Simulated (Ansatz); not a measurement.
# AsGaH₅N: how energies converge with the basis set

The task here is to estimate one member of a computed series from the others.

Method: one geometry, several basis sets; program: Ansatz 0.2.0, Gaussian basis.

The runs, in order: PBE0-D4/def2-SVP; ωB97M-V/def2-SVP; PBE0-D4/def2-QZVPP; ωB97M-V/def2-QZVPP; the functionals' def2-TZVPP values are taken from earlier runs.

## The geometry

All runs share one geometry, relaxed beforehand with PBE0-D4 in a triple-zeta def2 set.

SMILES `N[AsH][GaH2]`, 8 atoms, charge 0, spin multiplicity 1.

Atoms are counted from 1 here; the program's logs count them from 0.

Bond lengths: N1–As2 1.870 Å, N1–H4 1.011 Å, N1–H5 1.011 Å, As2–Ga3 2.416 Å, As2–H6 1.530 Å, Ga3–H7 1.576 Å, Ga3–H8 1.571 Å. Angles: As2–N1–H4 114.2°, As2–N1–H5 109.0°, H4–N1–H5 108.1°, N1–As2–Ga3 101.8°, N1–As2–H6 97.5°, Ga3–As2–H6 90.0°, As2–Ga3–H7 118.7°, As2–Ga3–H8 120.3°, H7–Ga3–H8 121.0°.

Set-up of the first run:

File in.yaml:

```yaml
crystal:
  periodic: [false, false, false]
  atoms:
    - {symbol: N, position_ang: [-0.403315, 1.508045, -0.762341]}
    - {symbol: As, position_ang: [-1.237525, 0.095686, 0.135621]}
    - {symbol: Ga, position_ang: [0.608429, -1.420875, 0.495852]}
    - {symbol: H, position_ang: [0.579343, 1.357923, -0.947372]}
    - {symbol: H, position_ang: [-0.870204, 1.657014, -1.646894]}
    - {symbol: H, position_ang: [-1.070201, 0.637589, 1.556719]}
    - {symbol: H, position_ang: [1.881879, -1.294909, -0.424528]}
    - {symbol: H, position_ang: [0.511594, -2.540473, 1.592954]}
basis:
  gaussian: {orbitals: def2-SVP}
hamiltonian: {xc: pbe0, dispersion: d4}
output: {orbitals: {seedname: orbitals}}
```

The run is started by

```console
$ ansatz run in.yaml --threads 4 --pin off --events-out ev --progress --plain --max-ram 10444MiB
```

Among the steps run: PBE0-D4 in def2-SVP; ωB97M-V in def2-SVP; PBE0-D4 in def2-QZVPP; ωB97M-V in def2-QZVPP.

One table of the session follows, with a row left open; its other results are not shown here.

It belongs to the step «Functionals by basis». 

| functional | basis | HOMO (eV) | LUMO (eV) |
| --- | --- | --- | --- |
| PBE0-D4 | def2-SVP | -6.77 | -1.79 |
| PBE0-D4 | def2-TZVPP | -6.84 | -1.83 |
| PBE0-D4 | def2-QZVPP | ? | ? |
| ωB97M-V | def2-SVP | -8.77 | -0.07 |
| ωB97M-V | def2-TZVPP | -8.85 | -0.14 |
| ωB97M-V | def2-QZVPP | -8.88 | -0.27 |

Q: Estimate the row for PBE0-D4, def2-QZVPP from the others.

The run gave: HOMO (eV): -6.87; LUMO (eV): -1.86. In the column «HOMO (eV)» it lies between ωB97M-V, def2-SVP (-8.77) and PBE0-D4, def2-TZVPP (-6.84).
